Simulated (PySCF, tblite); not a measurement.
# C₈H₁₅F: geometry, infrared bands and NMR shifts

What infrared bands and NMR shifts should C₈H₁₅F (`CC(C)=C(C)C[C@H](C)F`) show?

The runs use tblite 0.8.0 and PySCF 2.14.0, with density-fitted response routines of our own; the level of theory stands in each step. All values are computed, except where a source is named. Atoms count from 0, in the outputs and in this text.

## Step 1: The molecule as given

24 atoms, charge 0, multiplicity 1; geometry from: force field or distance geometry start.

Bonds of the start (Å): C0–C1 1.51, C1–C2 1.50, C1–C3 1.32, C3–C4 1.48, C3–C5 1.48, C5–C6 1.52, C6–C7 1.52, C6–F8 1.38, C0–H9 1.11, C0–H10 1.11, C0–H11 1.12, C2–H12 1.08, C2–H13 1.11, C2–H14 1.14, C4–H15 1.12, C4–H16 1.13, C4–H17 1.10, C5–H18 1.11, C5–H19 1.10, C6–H20 1.11, C7–H21 1.10, C7–H22 1.11, C7–H23 1.13.

## Step 2: Relaxing the molecule with GFN2-xTB

What the job is given:

```
{"job": {"kind": "relax", "xc": "GFN2-xTB", "basis": "xTB"}, "charge": 0, "multiplicity": 1}
C      1.586700     0.367700     1.526200
C      1.497300    -0.023900     0.073500
C      2.768700     0.031800    -0.723500
C      0.337300    -0.410100    -0.422200
C      0.274400    -0.813200    -1.841900
C     -0.833800    -0.437200     0.488800
C     -1.883000     0.504400    -0.069000
C     -3.075000     0.484000     0.871600
F     -2.191800     0.043600    -1.329700
H      2.624200     0.677400     1.763600
H      1.293100    -0.489000     2.168300
H      0.955900     1.273600     1.727300
H      2.977500    -0.944600    -1.136700
H      3.612100     0.321700    -0.056900
H      2.658100     0.857000    -1.496400
H     -0.620800    -1.453900    -2.040200
H      1.208400    -1.418800    -2.028900
H      0.267500     0.065800    -2.510100
H     -0.608600    -0.129500     1.527900
H     -1.287300    -1.442500     0.523700
H     -1.470500     1.530000    -0.160900
H     -2.990800    -0.428000     1.487800
H     -3.128400     1.422700     1.470300
H     -3.982800     0.431000     0.195100
```

The run is started by

```console
OMP_NUM_THREADS=1 python probes_run.py task.json out
```

One launch serves the whole session: the jobs run in the order shown.

**Question.** This job is followed by: GFN2-xTB harmonic vibrations, gas phase; GIAO PBE0/pcSseg-1 NMR shielding, non-relativistic, gas phase. Predict these results of the whole session: strongest single infrared mode (GFN2-xTB); zero-point energy (GFN2-xTB); 13C shifts against TMS (PBE0/pcSseg-1); 1H shifts against TMS (PBE0/pcSseg-1, means over atoms taken as alike); 19F shifts against CFCl3 (PBE0/pcSseg-1).

The runs gave:

| quantity | value |
| --- | --- |
| strongest single infrared mode (GFN2-xTB) | 1156 cm⁻¹, 62 km/mol |
| zero-point energy (GFN2-xTB) | 131.6 kcal/mol |
| 13C shifts against TMS (PBE0/pcSseg-1) | 137.3, 132.3, 98.2, 45.5, 25.1, 22.7, 22.7, 22.6 ppm |
| 1H shifts against TMS (PBE0/pcSseg-1, means over atoms taken as alike) | 4.74, 2.33, 1.95, 1.91, 1.76, 1.69, 1.37 ppm |
| 19F shifts against CFCl3 (PBE0/pcSseg-1) | -205.9 ppm |

In words: The optimisation took 217 steps and gained 0.751 eV; among the close pairs (by a distance rule), C7–H23 changed most, from 1.133 to 1.088 Å. The lowest mode is imaginary (30i cm⁻¹), so the xTB geometry is not a minimum. The strongest single mode, at 1156 cm⁻¹, is spread over many atoms; the largest shares are those of C6, C3. Unscaled tight-binding wavenumbers are off by several per cent, some by more. Its intensities can rank the bands wrongly. The most deshielded hydrogen is H20 (hydrogen on an sp3 CH bonded to F), at 4.74 ppm: its carbon carries F, hence the downfield position.
